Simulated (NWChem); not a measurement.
# C3H3BCl+ (SMILES ClB[c+]1cc1) at 3 levels

Wanted: a comparison of 3 runs (HF/STO-3G, HF/3-21G, B3LYP/6-31G*) of C3H3BCl+. 

Program for the calculation: NWChem 7.3.0.

## 1. The system as given

The species is C3H3BCl+ (8 atoms), meant as a singlet with charge +1. SMILES: `ClB[c+]1cc1`. The shape is that of a GFN2-xTB optimisation. This is one conformer, not always the lowest.

Bond lengths: Cl1–B2 1.659 Å, B2–C3 1.574 Å, C3–C4 1.393 Å, C3–C5 1.393 Å, C4–C5 1.367 Å, B2–H6 1.169 Å, C4–H7 1.070 Å, C5–H8 1.070 Å. Some angles: Cl1–B2–C3 116.8°, B2–C3–C4 150.6°, B2–C3–C5 150.6°, C4–C3–C5 58.8°, C3–C4–C5 60.6°, C3–C5–C4 60.6°, Cl1–B2–H6 124.2°, C3–B2–H6 118.9°, C3–C4–H7 150.1°, C5–C4–H7 149.2°.

## 2. Energy and gradient at HF/STO-3G (run 1)

The input, c3h3bcl.xyz:

```xyz
8
C3H3BCl
Cl    -1.936050     1.864430     0.377740
B     -0.501240     1.196030     0.874160
C      0.050110    -0.011530     0.028460
C      1.019050    -0.983260    -0.212220
C     -0.070740    -0.904640    -1.034250
H      0.111140     1.565070     1.799330
H      1.942990    -1.456520     0.047050
H     -0.615260    -1.269580    -1.880260
```

The input, run.py:

```python
from ase.io import read
from ase.calculators.nwchem import NWChem

mol = read('c3h3bcl.xyz')

calc = NWChem(
    label='c3h3bcl',
    theory='scf',
    memory='2200 mb',
    basis='STO-3G',
    basispar='spherical bse',
    charge=1,
    scf={'nopen': '0', 'rhf': None, 'thresh': '1e-08', 'maxiter': '80'},
)
mol.calc = calc

forces = mol.get_forces()
print(f"energy = {mol.get_potential_energy():.6f} eV")
print("forces (eV/A):")
for s, f in zip(mol.symbols, forces):
    print(f"{s:2s} {f[0]:10.5f} {f[1]:10.5f} {f[2]:10.5f}")
print("dipole (e A):", mol.get_dipole_moment().round(4))
```

Run with:

```
$ export ASE_NWCHEM_COMMAND="nwchem PREFIX.nwi > PREFIX.nwo"
$ python run.py
```

The program printed:

```text
energy = -16126.155442 eV
forces (eV/A):
Cl   -2.79104    1.38629   -0.87376
B     2.27404   -0.24287    1.66957
C     0.96247   -1.81597   -1.14507
C    -1.20322    0.89402   -0.03995
C     0.43164    0.78552    1.20245
H    -0.08469   -0.12213   -0.20137
H     1.00720   -0.49957    0.29727
H    -0.59639   -0.38525   -0.90914
dipole (e A): [ 0.3589 -0.5302 -0.2712]
```

The calculator wrote c3h3bcl.nwi:

```
title "c3h3bcl"

permanent_dir c3h3bcl

scratch_dir c3h3bcl

start c3h3bcl

geometry units angstrom nocenter noautosym noautoz
  Cl -1.9360500000000000e+00 1.8644300000000000e+00 3.7774000000000002e-01
  B  -5.0124000000000002e-01 1.1960299999999999e+00 8.7416000000000005e-01
  C  5.0110000000000002e-02 -1.1530000000000000e-02 2.8459999999999999e-02
  C  1.0190500000000000e+00 -9.8326000000000002e-01 -2.1221999999999999e-01
  C  -7.0739999999999997e-02 -9.0464000000000000e-01 -1.0342499999999999e+00
  H  1.1114000000000000e-01 1.5650700000000000e+00 1.7993300000000001e+00
  H  1.9429900000000000e+00 -1.4565200000000000e+00 4.7050000000000002e-02
  H  -6.1526000000000003e-01 -1.2695799999999999e+00 -1.8802600000000000e+00
end

charge 1

memory 2200 mb

basis spherical bse noprint
   * library STO-3G
end

scf
  nopen 0
  rhf
  thresh 1e-08
  maxiter 80
end

task scf gradient
```

c3h3bcl.nwo:

```text
Northwest Computational Chemistry Package (NWChem) 7.3.0
             --------------------------------------------------------

           Job information
           ---------------

    nwchem branch   = 7.3.0
    use scalapack   = T
    input           = c3h3bcl.nwi
    prefix          = c3h3bcl.
    data base       = c3h3bcl/c3h3bcl.db
    status          = startup
    nproc           =        1

           Memory information
           ------------------

    heap     =     72089594 doubles =      550.0 Mbytes
    stack    =     72089599 doubles =      550.0 Mbytes
    global   =    144179200 doubles =     1100.0 Mbytes (distinct from heap & stack)
    total    =    288358393 doubles =     2200.0 Mbytes
    verify   = yes
    hardfail = no

[... 138 lines left out ...]
 Convergence threshold     :          1.000E-08
[... 12 lines left out ...]
       Final RHF  results
[... 3 lines left out ...]
      One-electron energy =  -1128.297856943975
[... 1 line left out ...]
 Nuclear repulsion energy =    163.120395526260
[... 39 lines left out ...]
                       ROHF Final Molecular Orbital Analysis
[... 213 lines left out ...]
                         RHF ENERGY GRADIENTS

    atom               coordinates                        gradient
                 x          y          z           x          y          z
   1 Cl     -3.658604   3.523262   0.713825    0.054277  -0.026959   0.016992
   2 B      -0.947206   2.260169   1.651923   -0.044223   0.004723  -0.032468
   3 C       0.094694  -0.021789   0.053782   -0.018717   0.035315   0.022268
[... 4 lines of this table left out ...]
   8 H      -1.162673  -2.399158  -3.553176    0.011598   0.007492   0.017680

                 ----------------------------------------
                 |  Time  |  1-e(secs)   |  2-e(secs)   |
                 ----------------------------------------
                 |  CPU   |       0.00   |       0.30   |
                 ----------------------------------------
                 |  WALL  |       0.00   |       0.30   |
                 ----------------------------------------

 Task  times  cpu:        1.7s     wall:        1.7s
 Total times  cpu:        1.8s     wall:        1.8s
```

It took 2.8 s on 1 thread of AMD EPYC 9R14 (Zen 4), shared host; peak memory 0.099 GiB.

## 3. Energy and gradient at HF/3-21G (run 2)

The input, c3h3bcl.nw:

```
start c3h3bcl
title "C3H3BCl hf"
memory total 2200 mb
charge 1

geometry units au noautosym nocenter noautoz
  Cl    -3.65860426     3.52326208     0.71382515
  B     -0.94720632     2.26016914     1.65192299
  C      0.09469418    -0.02178854     0.05378161
  C      1.92572541    -1.85809211    -0.40103768
  C     -0.13367923    -1.70952184    -1.95444924
  H      0.21002416     2.95755367     3.40024091
  H      3.67171896    -2.75242390     0.08891161
  H     -1.16267290    -2.39915849    -3.55317644
end

basis spherical bse
  * library 3-21G
end

scf
  thresh 1e-08
  maxiter 80
  noprint "final vectors analysis"
end

task scf gradient
```

Run with:

```
$ nwchem c3h3bcl.nw > c3h3bcl.out
```

The program printed:

```text
[...]
  functions       =    55
[...]
  wavefunction    = RHF
[...]
         Total SCF energy =   -596.200998917578
      One-electron energy =  -1132.646438299363
      Two-electron energy =    373.325055590034
 Nuclear repulsion energy =    163.120383791751
        Time for solution =      1.8s
[...]
                         RHF ENERGY GRADIENTS
    atom               coordinates                        gradient
                 x          y          z           x          y          z
   1 Cl     -3.658604   3.523262   0.713825    0.047178  -0.024837   0.013236
   2 B      -0.947206   2.260169   1.651923   -0.039083   0.013591  -0.018408
   3 C       0.094694  -0.021789   0.053782   -0.021266   0.039350   0.024444
   4 C       1.925725  -1.858092  -0.401038    0.014056  -0.011832  -0.001027
   5 C      -0.133679  -1.709522  -1.954449   -0.003414  -0.010938  -0.014557
   6 H       0.210024   2.957554   3.400241    0.000372  -0.000206   0.000021
   7 H       3.671719  -2.752424   0.088912    0.004889  -0.002907   0.000993
   8 H      -1.162673  -2.399158  -3.553176   -0.002732  -0.002223  -0.004703
[...]
```

It took 2.9 s on 1 thread of AMD EPYC 9R14 (Zen 4), shared host; peak memory 0.099 GiB.

## 4. Energy and gradient at B3LYP/6-31G(d) (Cartesian functions) (run 3)

The input, m1.xyz:

```xyz
8

Cl    -1.936050     1.864430     0.377740
B     -0.501240     1.196030     0.874160
C      0.050110    -0.011530     0.028460
C      1.019050    -0.983260    -0.212220
C     -0.070740    -0.904640    -1.034250
H      0.111140     1.565070     1.799330
H      1.942990    -1.456520     0.047050
H     -0.615260    -1.269580    -1.880260
```

The input, m1.nw:

```
start m1
memory total 2200 mb
charge 1
geometry units angstrom noautosym nocenter noautoz
   load m1.xyz
end
basis
   * library 6-31G*
end
dft
   xc b3lyp
   mult 1
   grid xfine
   convergence energy 1e-08
   iterations 100
   mulliken
   print low
end
task dft gradient
```

Run with:

```
$ nwchem m1.nw > m1.out
```

The program printed:

```text
[...]
 d= 0,ls=0.0,diis     1   -600.6967667236 -7.64D+02  2.32D-02  1.49D+00     2.5
[...]
 d= 0,ls=0.0,diis    10   -600.8266870012 -4.50D-10  1.04D-06  9.12D-09    20.5
         Total DFT energy =     -600.826687001226
      One electron energy =    -1137.349958110558
           Coulomb energy =      422.780445309589
    Exchange-Corr. energy =      -49.377569726517
 Nuclear repulsion energy =      163.120395526261
[...]
      Total Density - Mulliken Population Analysis
     ---------------------------------------------
    Atom       Charge   Shell Charges
 -----------   ------   -------------------------------------------------------
    1 Cl  17    16.90   2.00  1.99  5.97  1.47  3.64  0.53  1.32 -0.02
    2 B    5     4.93   1.99  0.60  1.47  0.38  0.39  0.09
    3 C    6     5.85   1.99  0.75  1.97  0.67  0.46  0.01
    4 C    6     5.99   1.99  0.74  2.00  0.62  0.62  0.02
    5 C    6     5.99   1.99  0.74  2.00  0.62  0.62  0.02
    6 H    1     0.89   0.52  0.37
    7 H    1     0.72   0.50  0.21
    8 H    1     0.72   0.50  0.21
[...]
                         DFT ENERGY GRADIENTS
    atom               coordinates                        gradient
                 x          y          z           x          y          z
   1 Cl     -3.658604   3.523262   0.713825    0.029265  -0.015043   0.008640
   2 B      -0.947206   2.260169   1.651923   -0.019052   0.005164  -0.010550
   3 C       0.094694  -0.021789   0.053782   -0.014296   0.029656   0.019920
   4 C       1.925725  -1.858092  -0.401038    0.022702  -0.013678   0.004190
   5 C      -0.133679  -1.709522  -1.954449   -0.011435  -0.011297  -0.021646
   6 H       0.210024   2.957553   3.400241   -0.003433  -0.002633  -0.005872
   7 H       3.671719  -2.752424   0.088912   -0.009380   0.004431  -0.002984
   8 H      -1.162673  -2.399158  -3.553176    0.005628   0.003400   0.008301
 Task  times  cpu:       25.2s     wall:       25.2s
 Total times  cpu:       25.3s     wall:       25.3s
```

Wall time 26 s (1 thread of AMD EPYC 9R14 (Zen 4), shared host); peak memory 0.14 GiB.

## 5. The series

```csv
run,level,Cartesian functions,iteration cap,energy (Eh),largest force (eV/Å),wall time
1,HF/STO-3G,no,80,-592.625287,3.237,2.8 s
2,HF/3-21G,no,80,-596.200999,2.825,2.9 s
3,B3LYP/6-31G* (Cartesian functions),yes,100,-600.826687,1.979,26 s
```

## 6. Results

| quantity | value |
| --- | --- |
| run 3: total energy | -600.82669 Eh |
| run 3: largest force on an atom | 1.979 eV/Å |

**Reading.** In run 1 the basis is minimal, so the values are rough. All runs together took 31 s, the longest 26 s.
